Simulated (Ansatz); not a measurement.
# C2H4Te, SMILES C=C[TeH]: vertical and adiabatic energies of changing the electron count

Run with Ansatz 0.2.0 through its Python package.

`run_adiabatic.py`
```python
"""Vertical and adiabatic ionisation of C2H4Te."""

import itertools
import warnings

import ansatz as az
from ase import Atoms
from ase.data import atomic_numbers, covalent_radii
import numpy as np

warnings.simplefilter("ignore", az.DeckWarning)

atoms = Atoms(["C", "C", "Te", "H", "H", "H", "H"], positions=[
    [-0.8731, 0.3556, -0.4273],
    [0.0374, 0.3029, 0.475],
    [0.9217, -1.5603, 0.8778],
    [-1.1779, -0.4666, -0.9881],
    [-1.3816, 1.353, -0.6643],
    [0.3668, 1.2041, 1.0154],
    [2.168, -1.2567, -0.3342],
])
mol = az.Crystal.molecule_from_ase(atoms)

calculation = mol.calculation()
calculation = calculation.basis(gaussian="def2-SVP").functional("r2SCAN")
symbols = [site.symbol for site in mol.cartesian_sites]
start = np.array([site.position_ang for site in mol.cartesian_sites], dtype=float)
data = calculation.relax(force_tolerance=0.01, max_steps=100).run(threads=1, backend="cpu").report
end = np.array(data["positions_ang"])

minimum = az.Crystal.molecule()
for symbol, place in zip(symbols, end):
    minimum = minimum.atom(symbol, place.tolist())
ion = (
    minimum.calculation()
    .basis(gaussian="def2-SVP")
    .functional("r2SCAN")
    .charge(1)
    .spin("collinear", total=1)
)
vertical = ion.run(threads=1, backend="cpu").report
settled = ion.relax(force_tolerance=0.01, max_steps=80).run(threads=1, backend="cpu").report
print(f"vertical ionisation energy   {vertical['free_energy_ev'] - data['free_energy_ev']:.3f} eV")
print(f"adiabatic, no zero point     {settled['free_energy_ev'] - data['free_energy_ev']:.3f} eV")
print(f"relaxation energy of the ion {vertical['free_energy_ev'] - settled['free_energy_ev']:.3f} eV")
ionised = np.array(settled["positions_ang"])
# pairs closer than 1.2 times the sum of covalent radii, before or after
radius = [covalent_radii[atomic_numbers[s]] for s in symbols]
span = lambda where, i, j: np.linalg.norm(where[i] - where[j])
bonded = [(i, j) for i, j in itertools.combinations(range(len(symbols)), 2) if min(span(end, i, j), span(ionised, i, j)) < 1.2 * (radius[i] + radius[j])]
print("pair        before    after (A)")
for i, j in bonded:
    print(f"{symbols[i]}{i}-{symbols[j]}{j}".ljust(10), f"{span(end, i, j):8.4f} {span(ionised, i, j):8.4f}")
```

Running `python run_adiabatic.py` prints:
```text
vertical ionisation energy   8.091 eV
adiabatic, no zero point     8.024 eV
relaxation energy of the ion 0.067 eV
pair        before    after (A)
C0-C1        1.3367   1.3594
C0-H3        1.0952   1.0957
C0-H4        1.0956   1.0964
C1-Te2       2.1188   2.0673
C1-H5        1.0956   1.0962
Te2-H6       1.6660   1.6698
```

What to keep in mind:
- The energies are electronic: no zero-point or thermal terms, and the basis set is short of its limit. The product may relax into another structure. The relaxation finds the nearest minimum, so the adiabatic value is an upper bound.
- def2 sets replace the cores of elements past krypton by effective core potentials.
- The whole script took 100 s on 1 thread of Arm Neoverse V2, with other jobs on the host, peak memory 0.25 GiB.

(Lines on the test bed's own set-up are left out of the output.)
